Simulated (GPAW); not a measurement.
**WS2: single point with GLLB-SC**

WS2:

```
CELL_PARAMETERS angstrom
3.15320 0.00000 0.00000
-1.57660 2.73075 0.00000
0.00000 0.00000 12.32300
ATOMIC_POSITIONS crystal
W 0.33333 0.66667 0.25000
W 0.66667 0.33333 0.75000
S 0.33333 0.66667 0.62250
S 0.66667 0.33333 0.12250
S 0.33333 0.66667 0.87750
S 0.66667 0.33333 0.37750
```

```json
{
  "Program": "GPAW 26.7.0",
  "Task": "single point",
  "Functional": "GLLB-SC",
  "Potentials or basis": "the program's PAW data sets (release 1.2.1) made for this functional",
  "Cutoff": "600 eV",
  "Basis": "pw",
  "k mesh": "6 × 6 × 2",
  "Occupations": "fermi-dirac, width 0.05 eV",
  "Spin": "no spin polarisation"
}
```

- Band gap on the k mesh, Kohn-Sham part alone: 1.11 eV, indirect (least direct gap 1.83 eV)

Levels at points of the mesh, in eV from the valence-band top:
| k point | band 24 | band 25 | band 26 | band 27 | band 28 | band 29 |
| --- | --- | --- | --- | --- | --- | --- |
| (0.00, 0.00, 0.00) | -1.54 | -1.17 | 0.00 | 2.44 | 2.44 | 2.44 |
| (0.00, 0.00, 0.50) | -2.15 | -0.31 | -0.31 | 2.43 | 2.43 | 2.43 |
| (0.50, 0.50, 0.00) | -1.75 | -1.70 | -1.52 | 2.43 | 2.47 | 2.71 |
| (0.50, 0.50, 0.50) | -1.85 | -1.59 | -1.59 | 2.45 | 2.45 | 2.87 |

It took 49 s on 1 thread of AMD EPYC 7R43 64-Core Processor (Zen 3), on a shared host, peak memory 0.24 GiB.

Caveat: a model potential gives levels but no total energy; spin-orbit coupling is left out, which moves the levels of the heavy elements. A k mesh can miss the band edges.
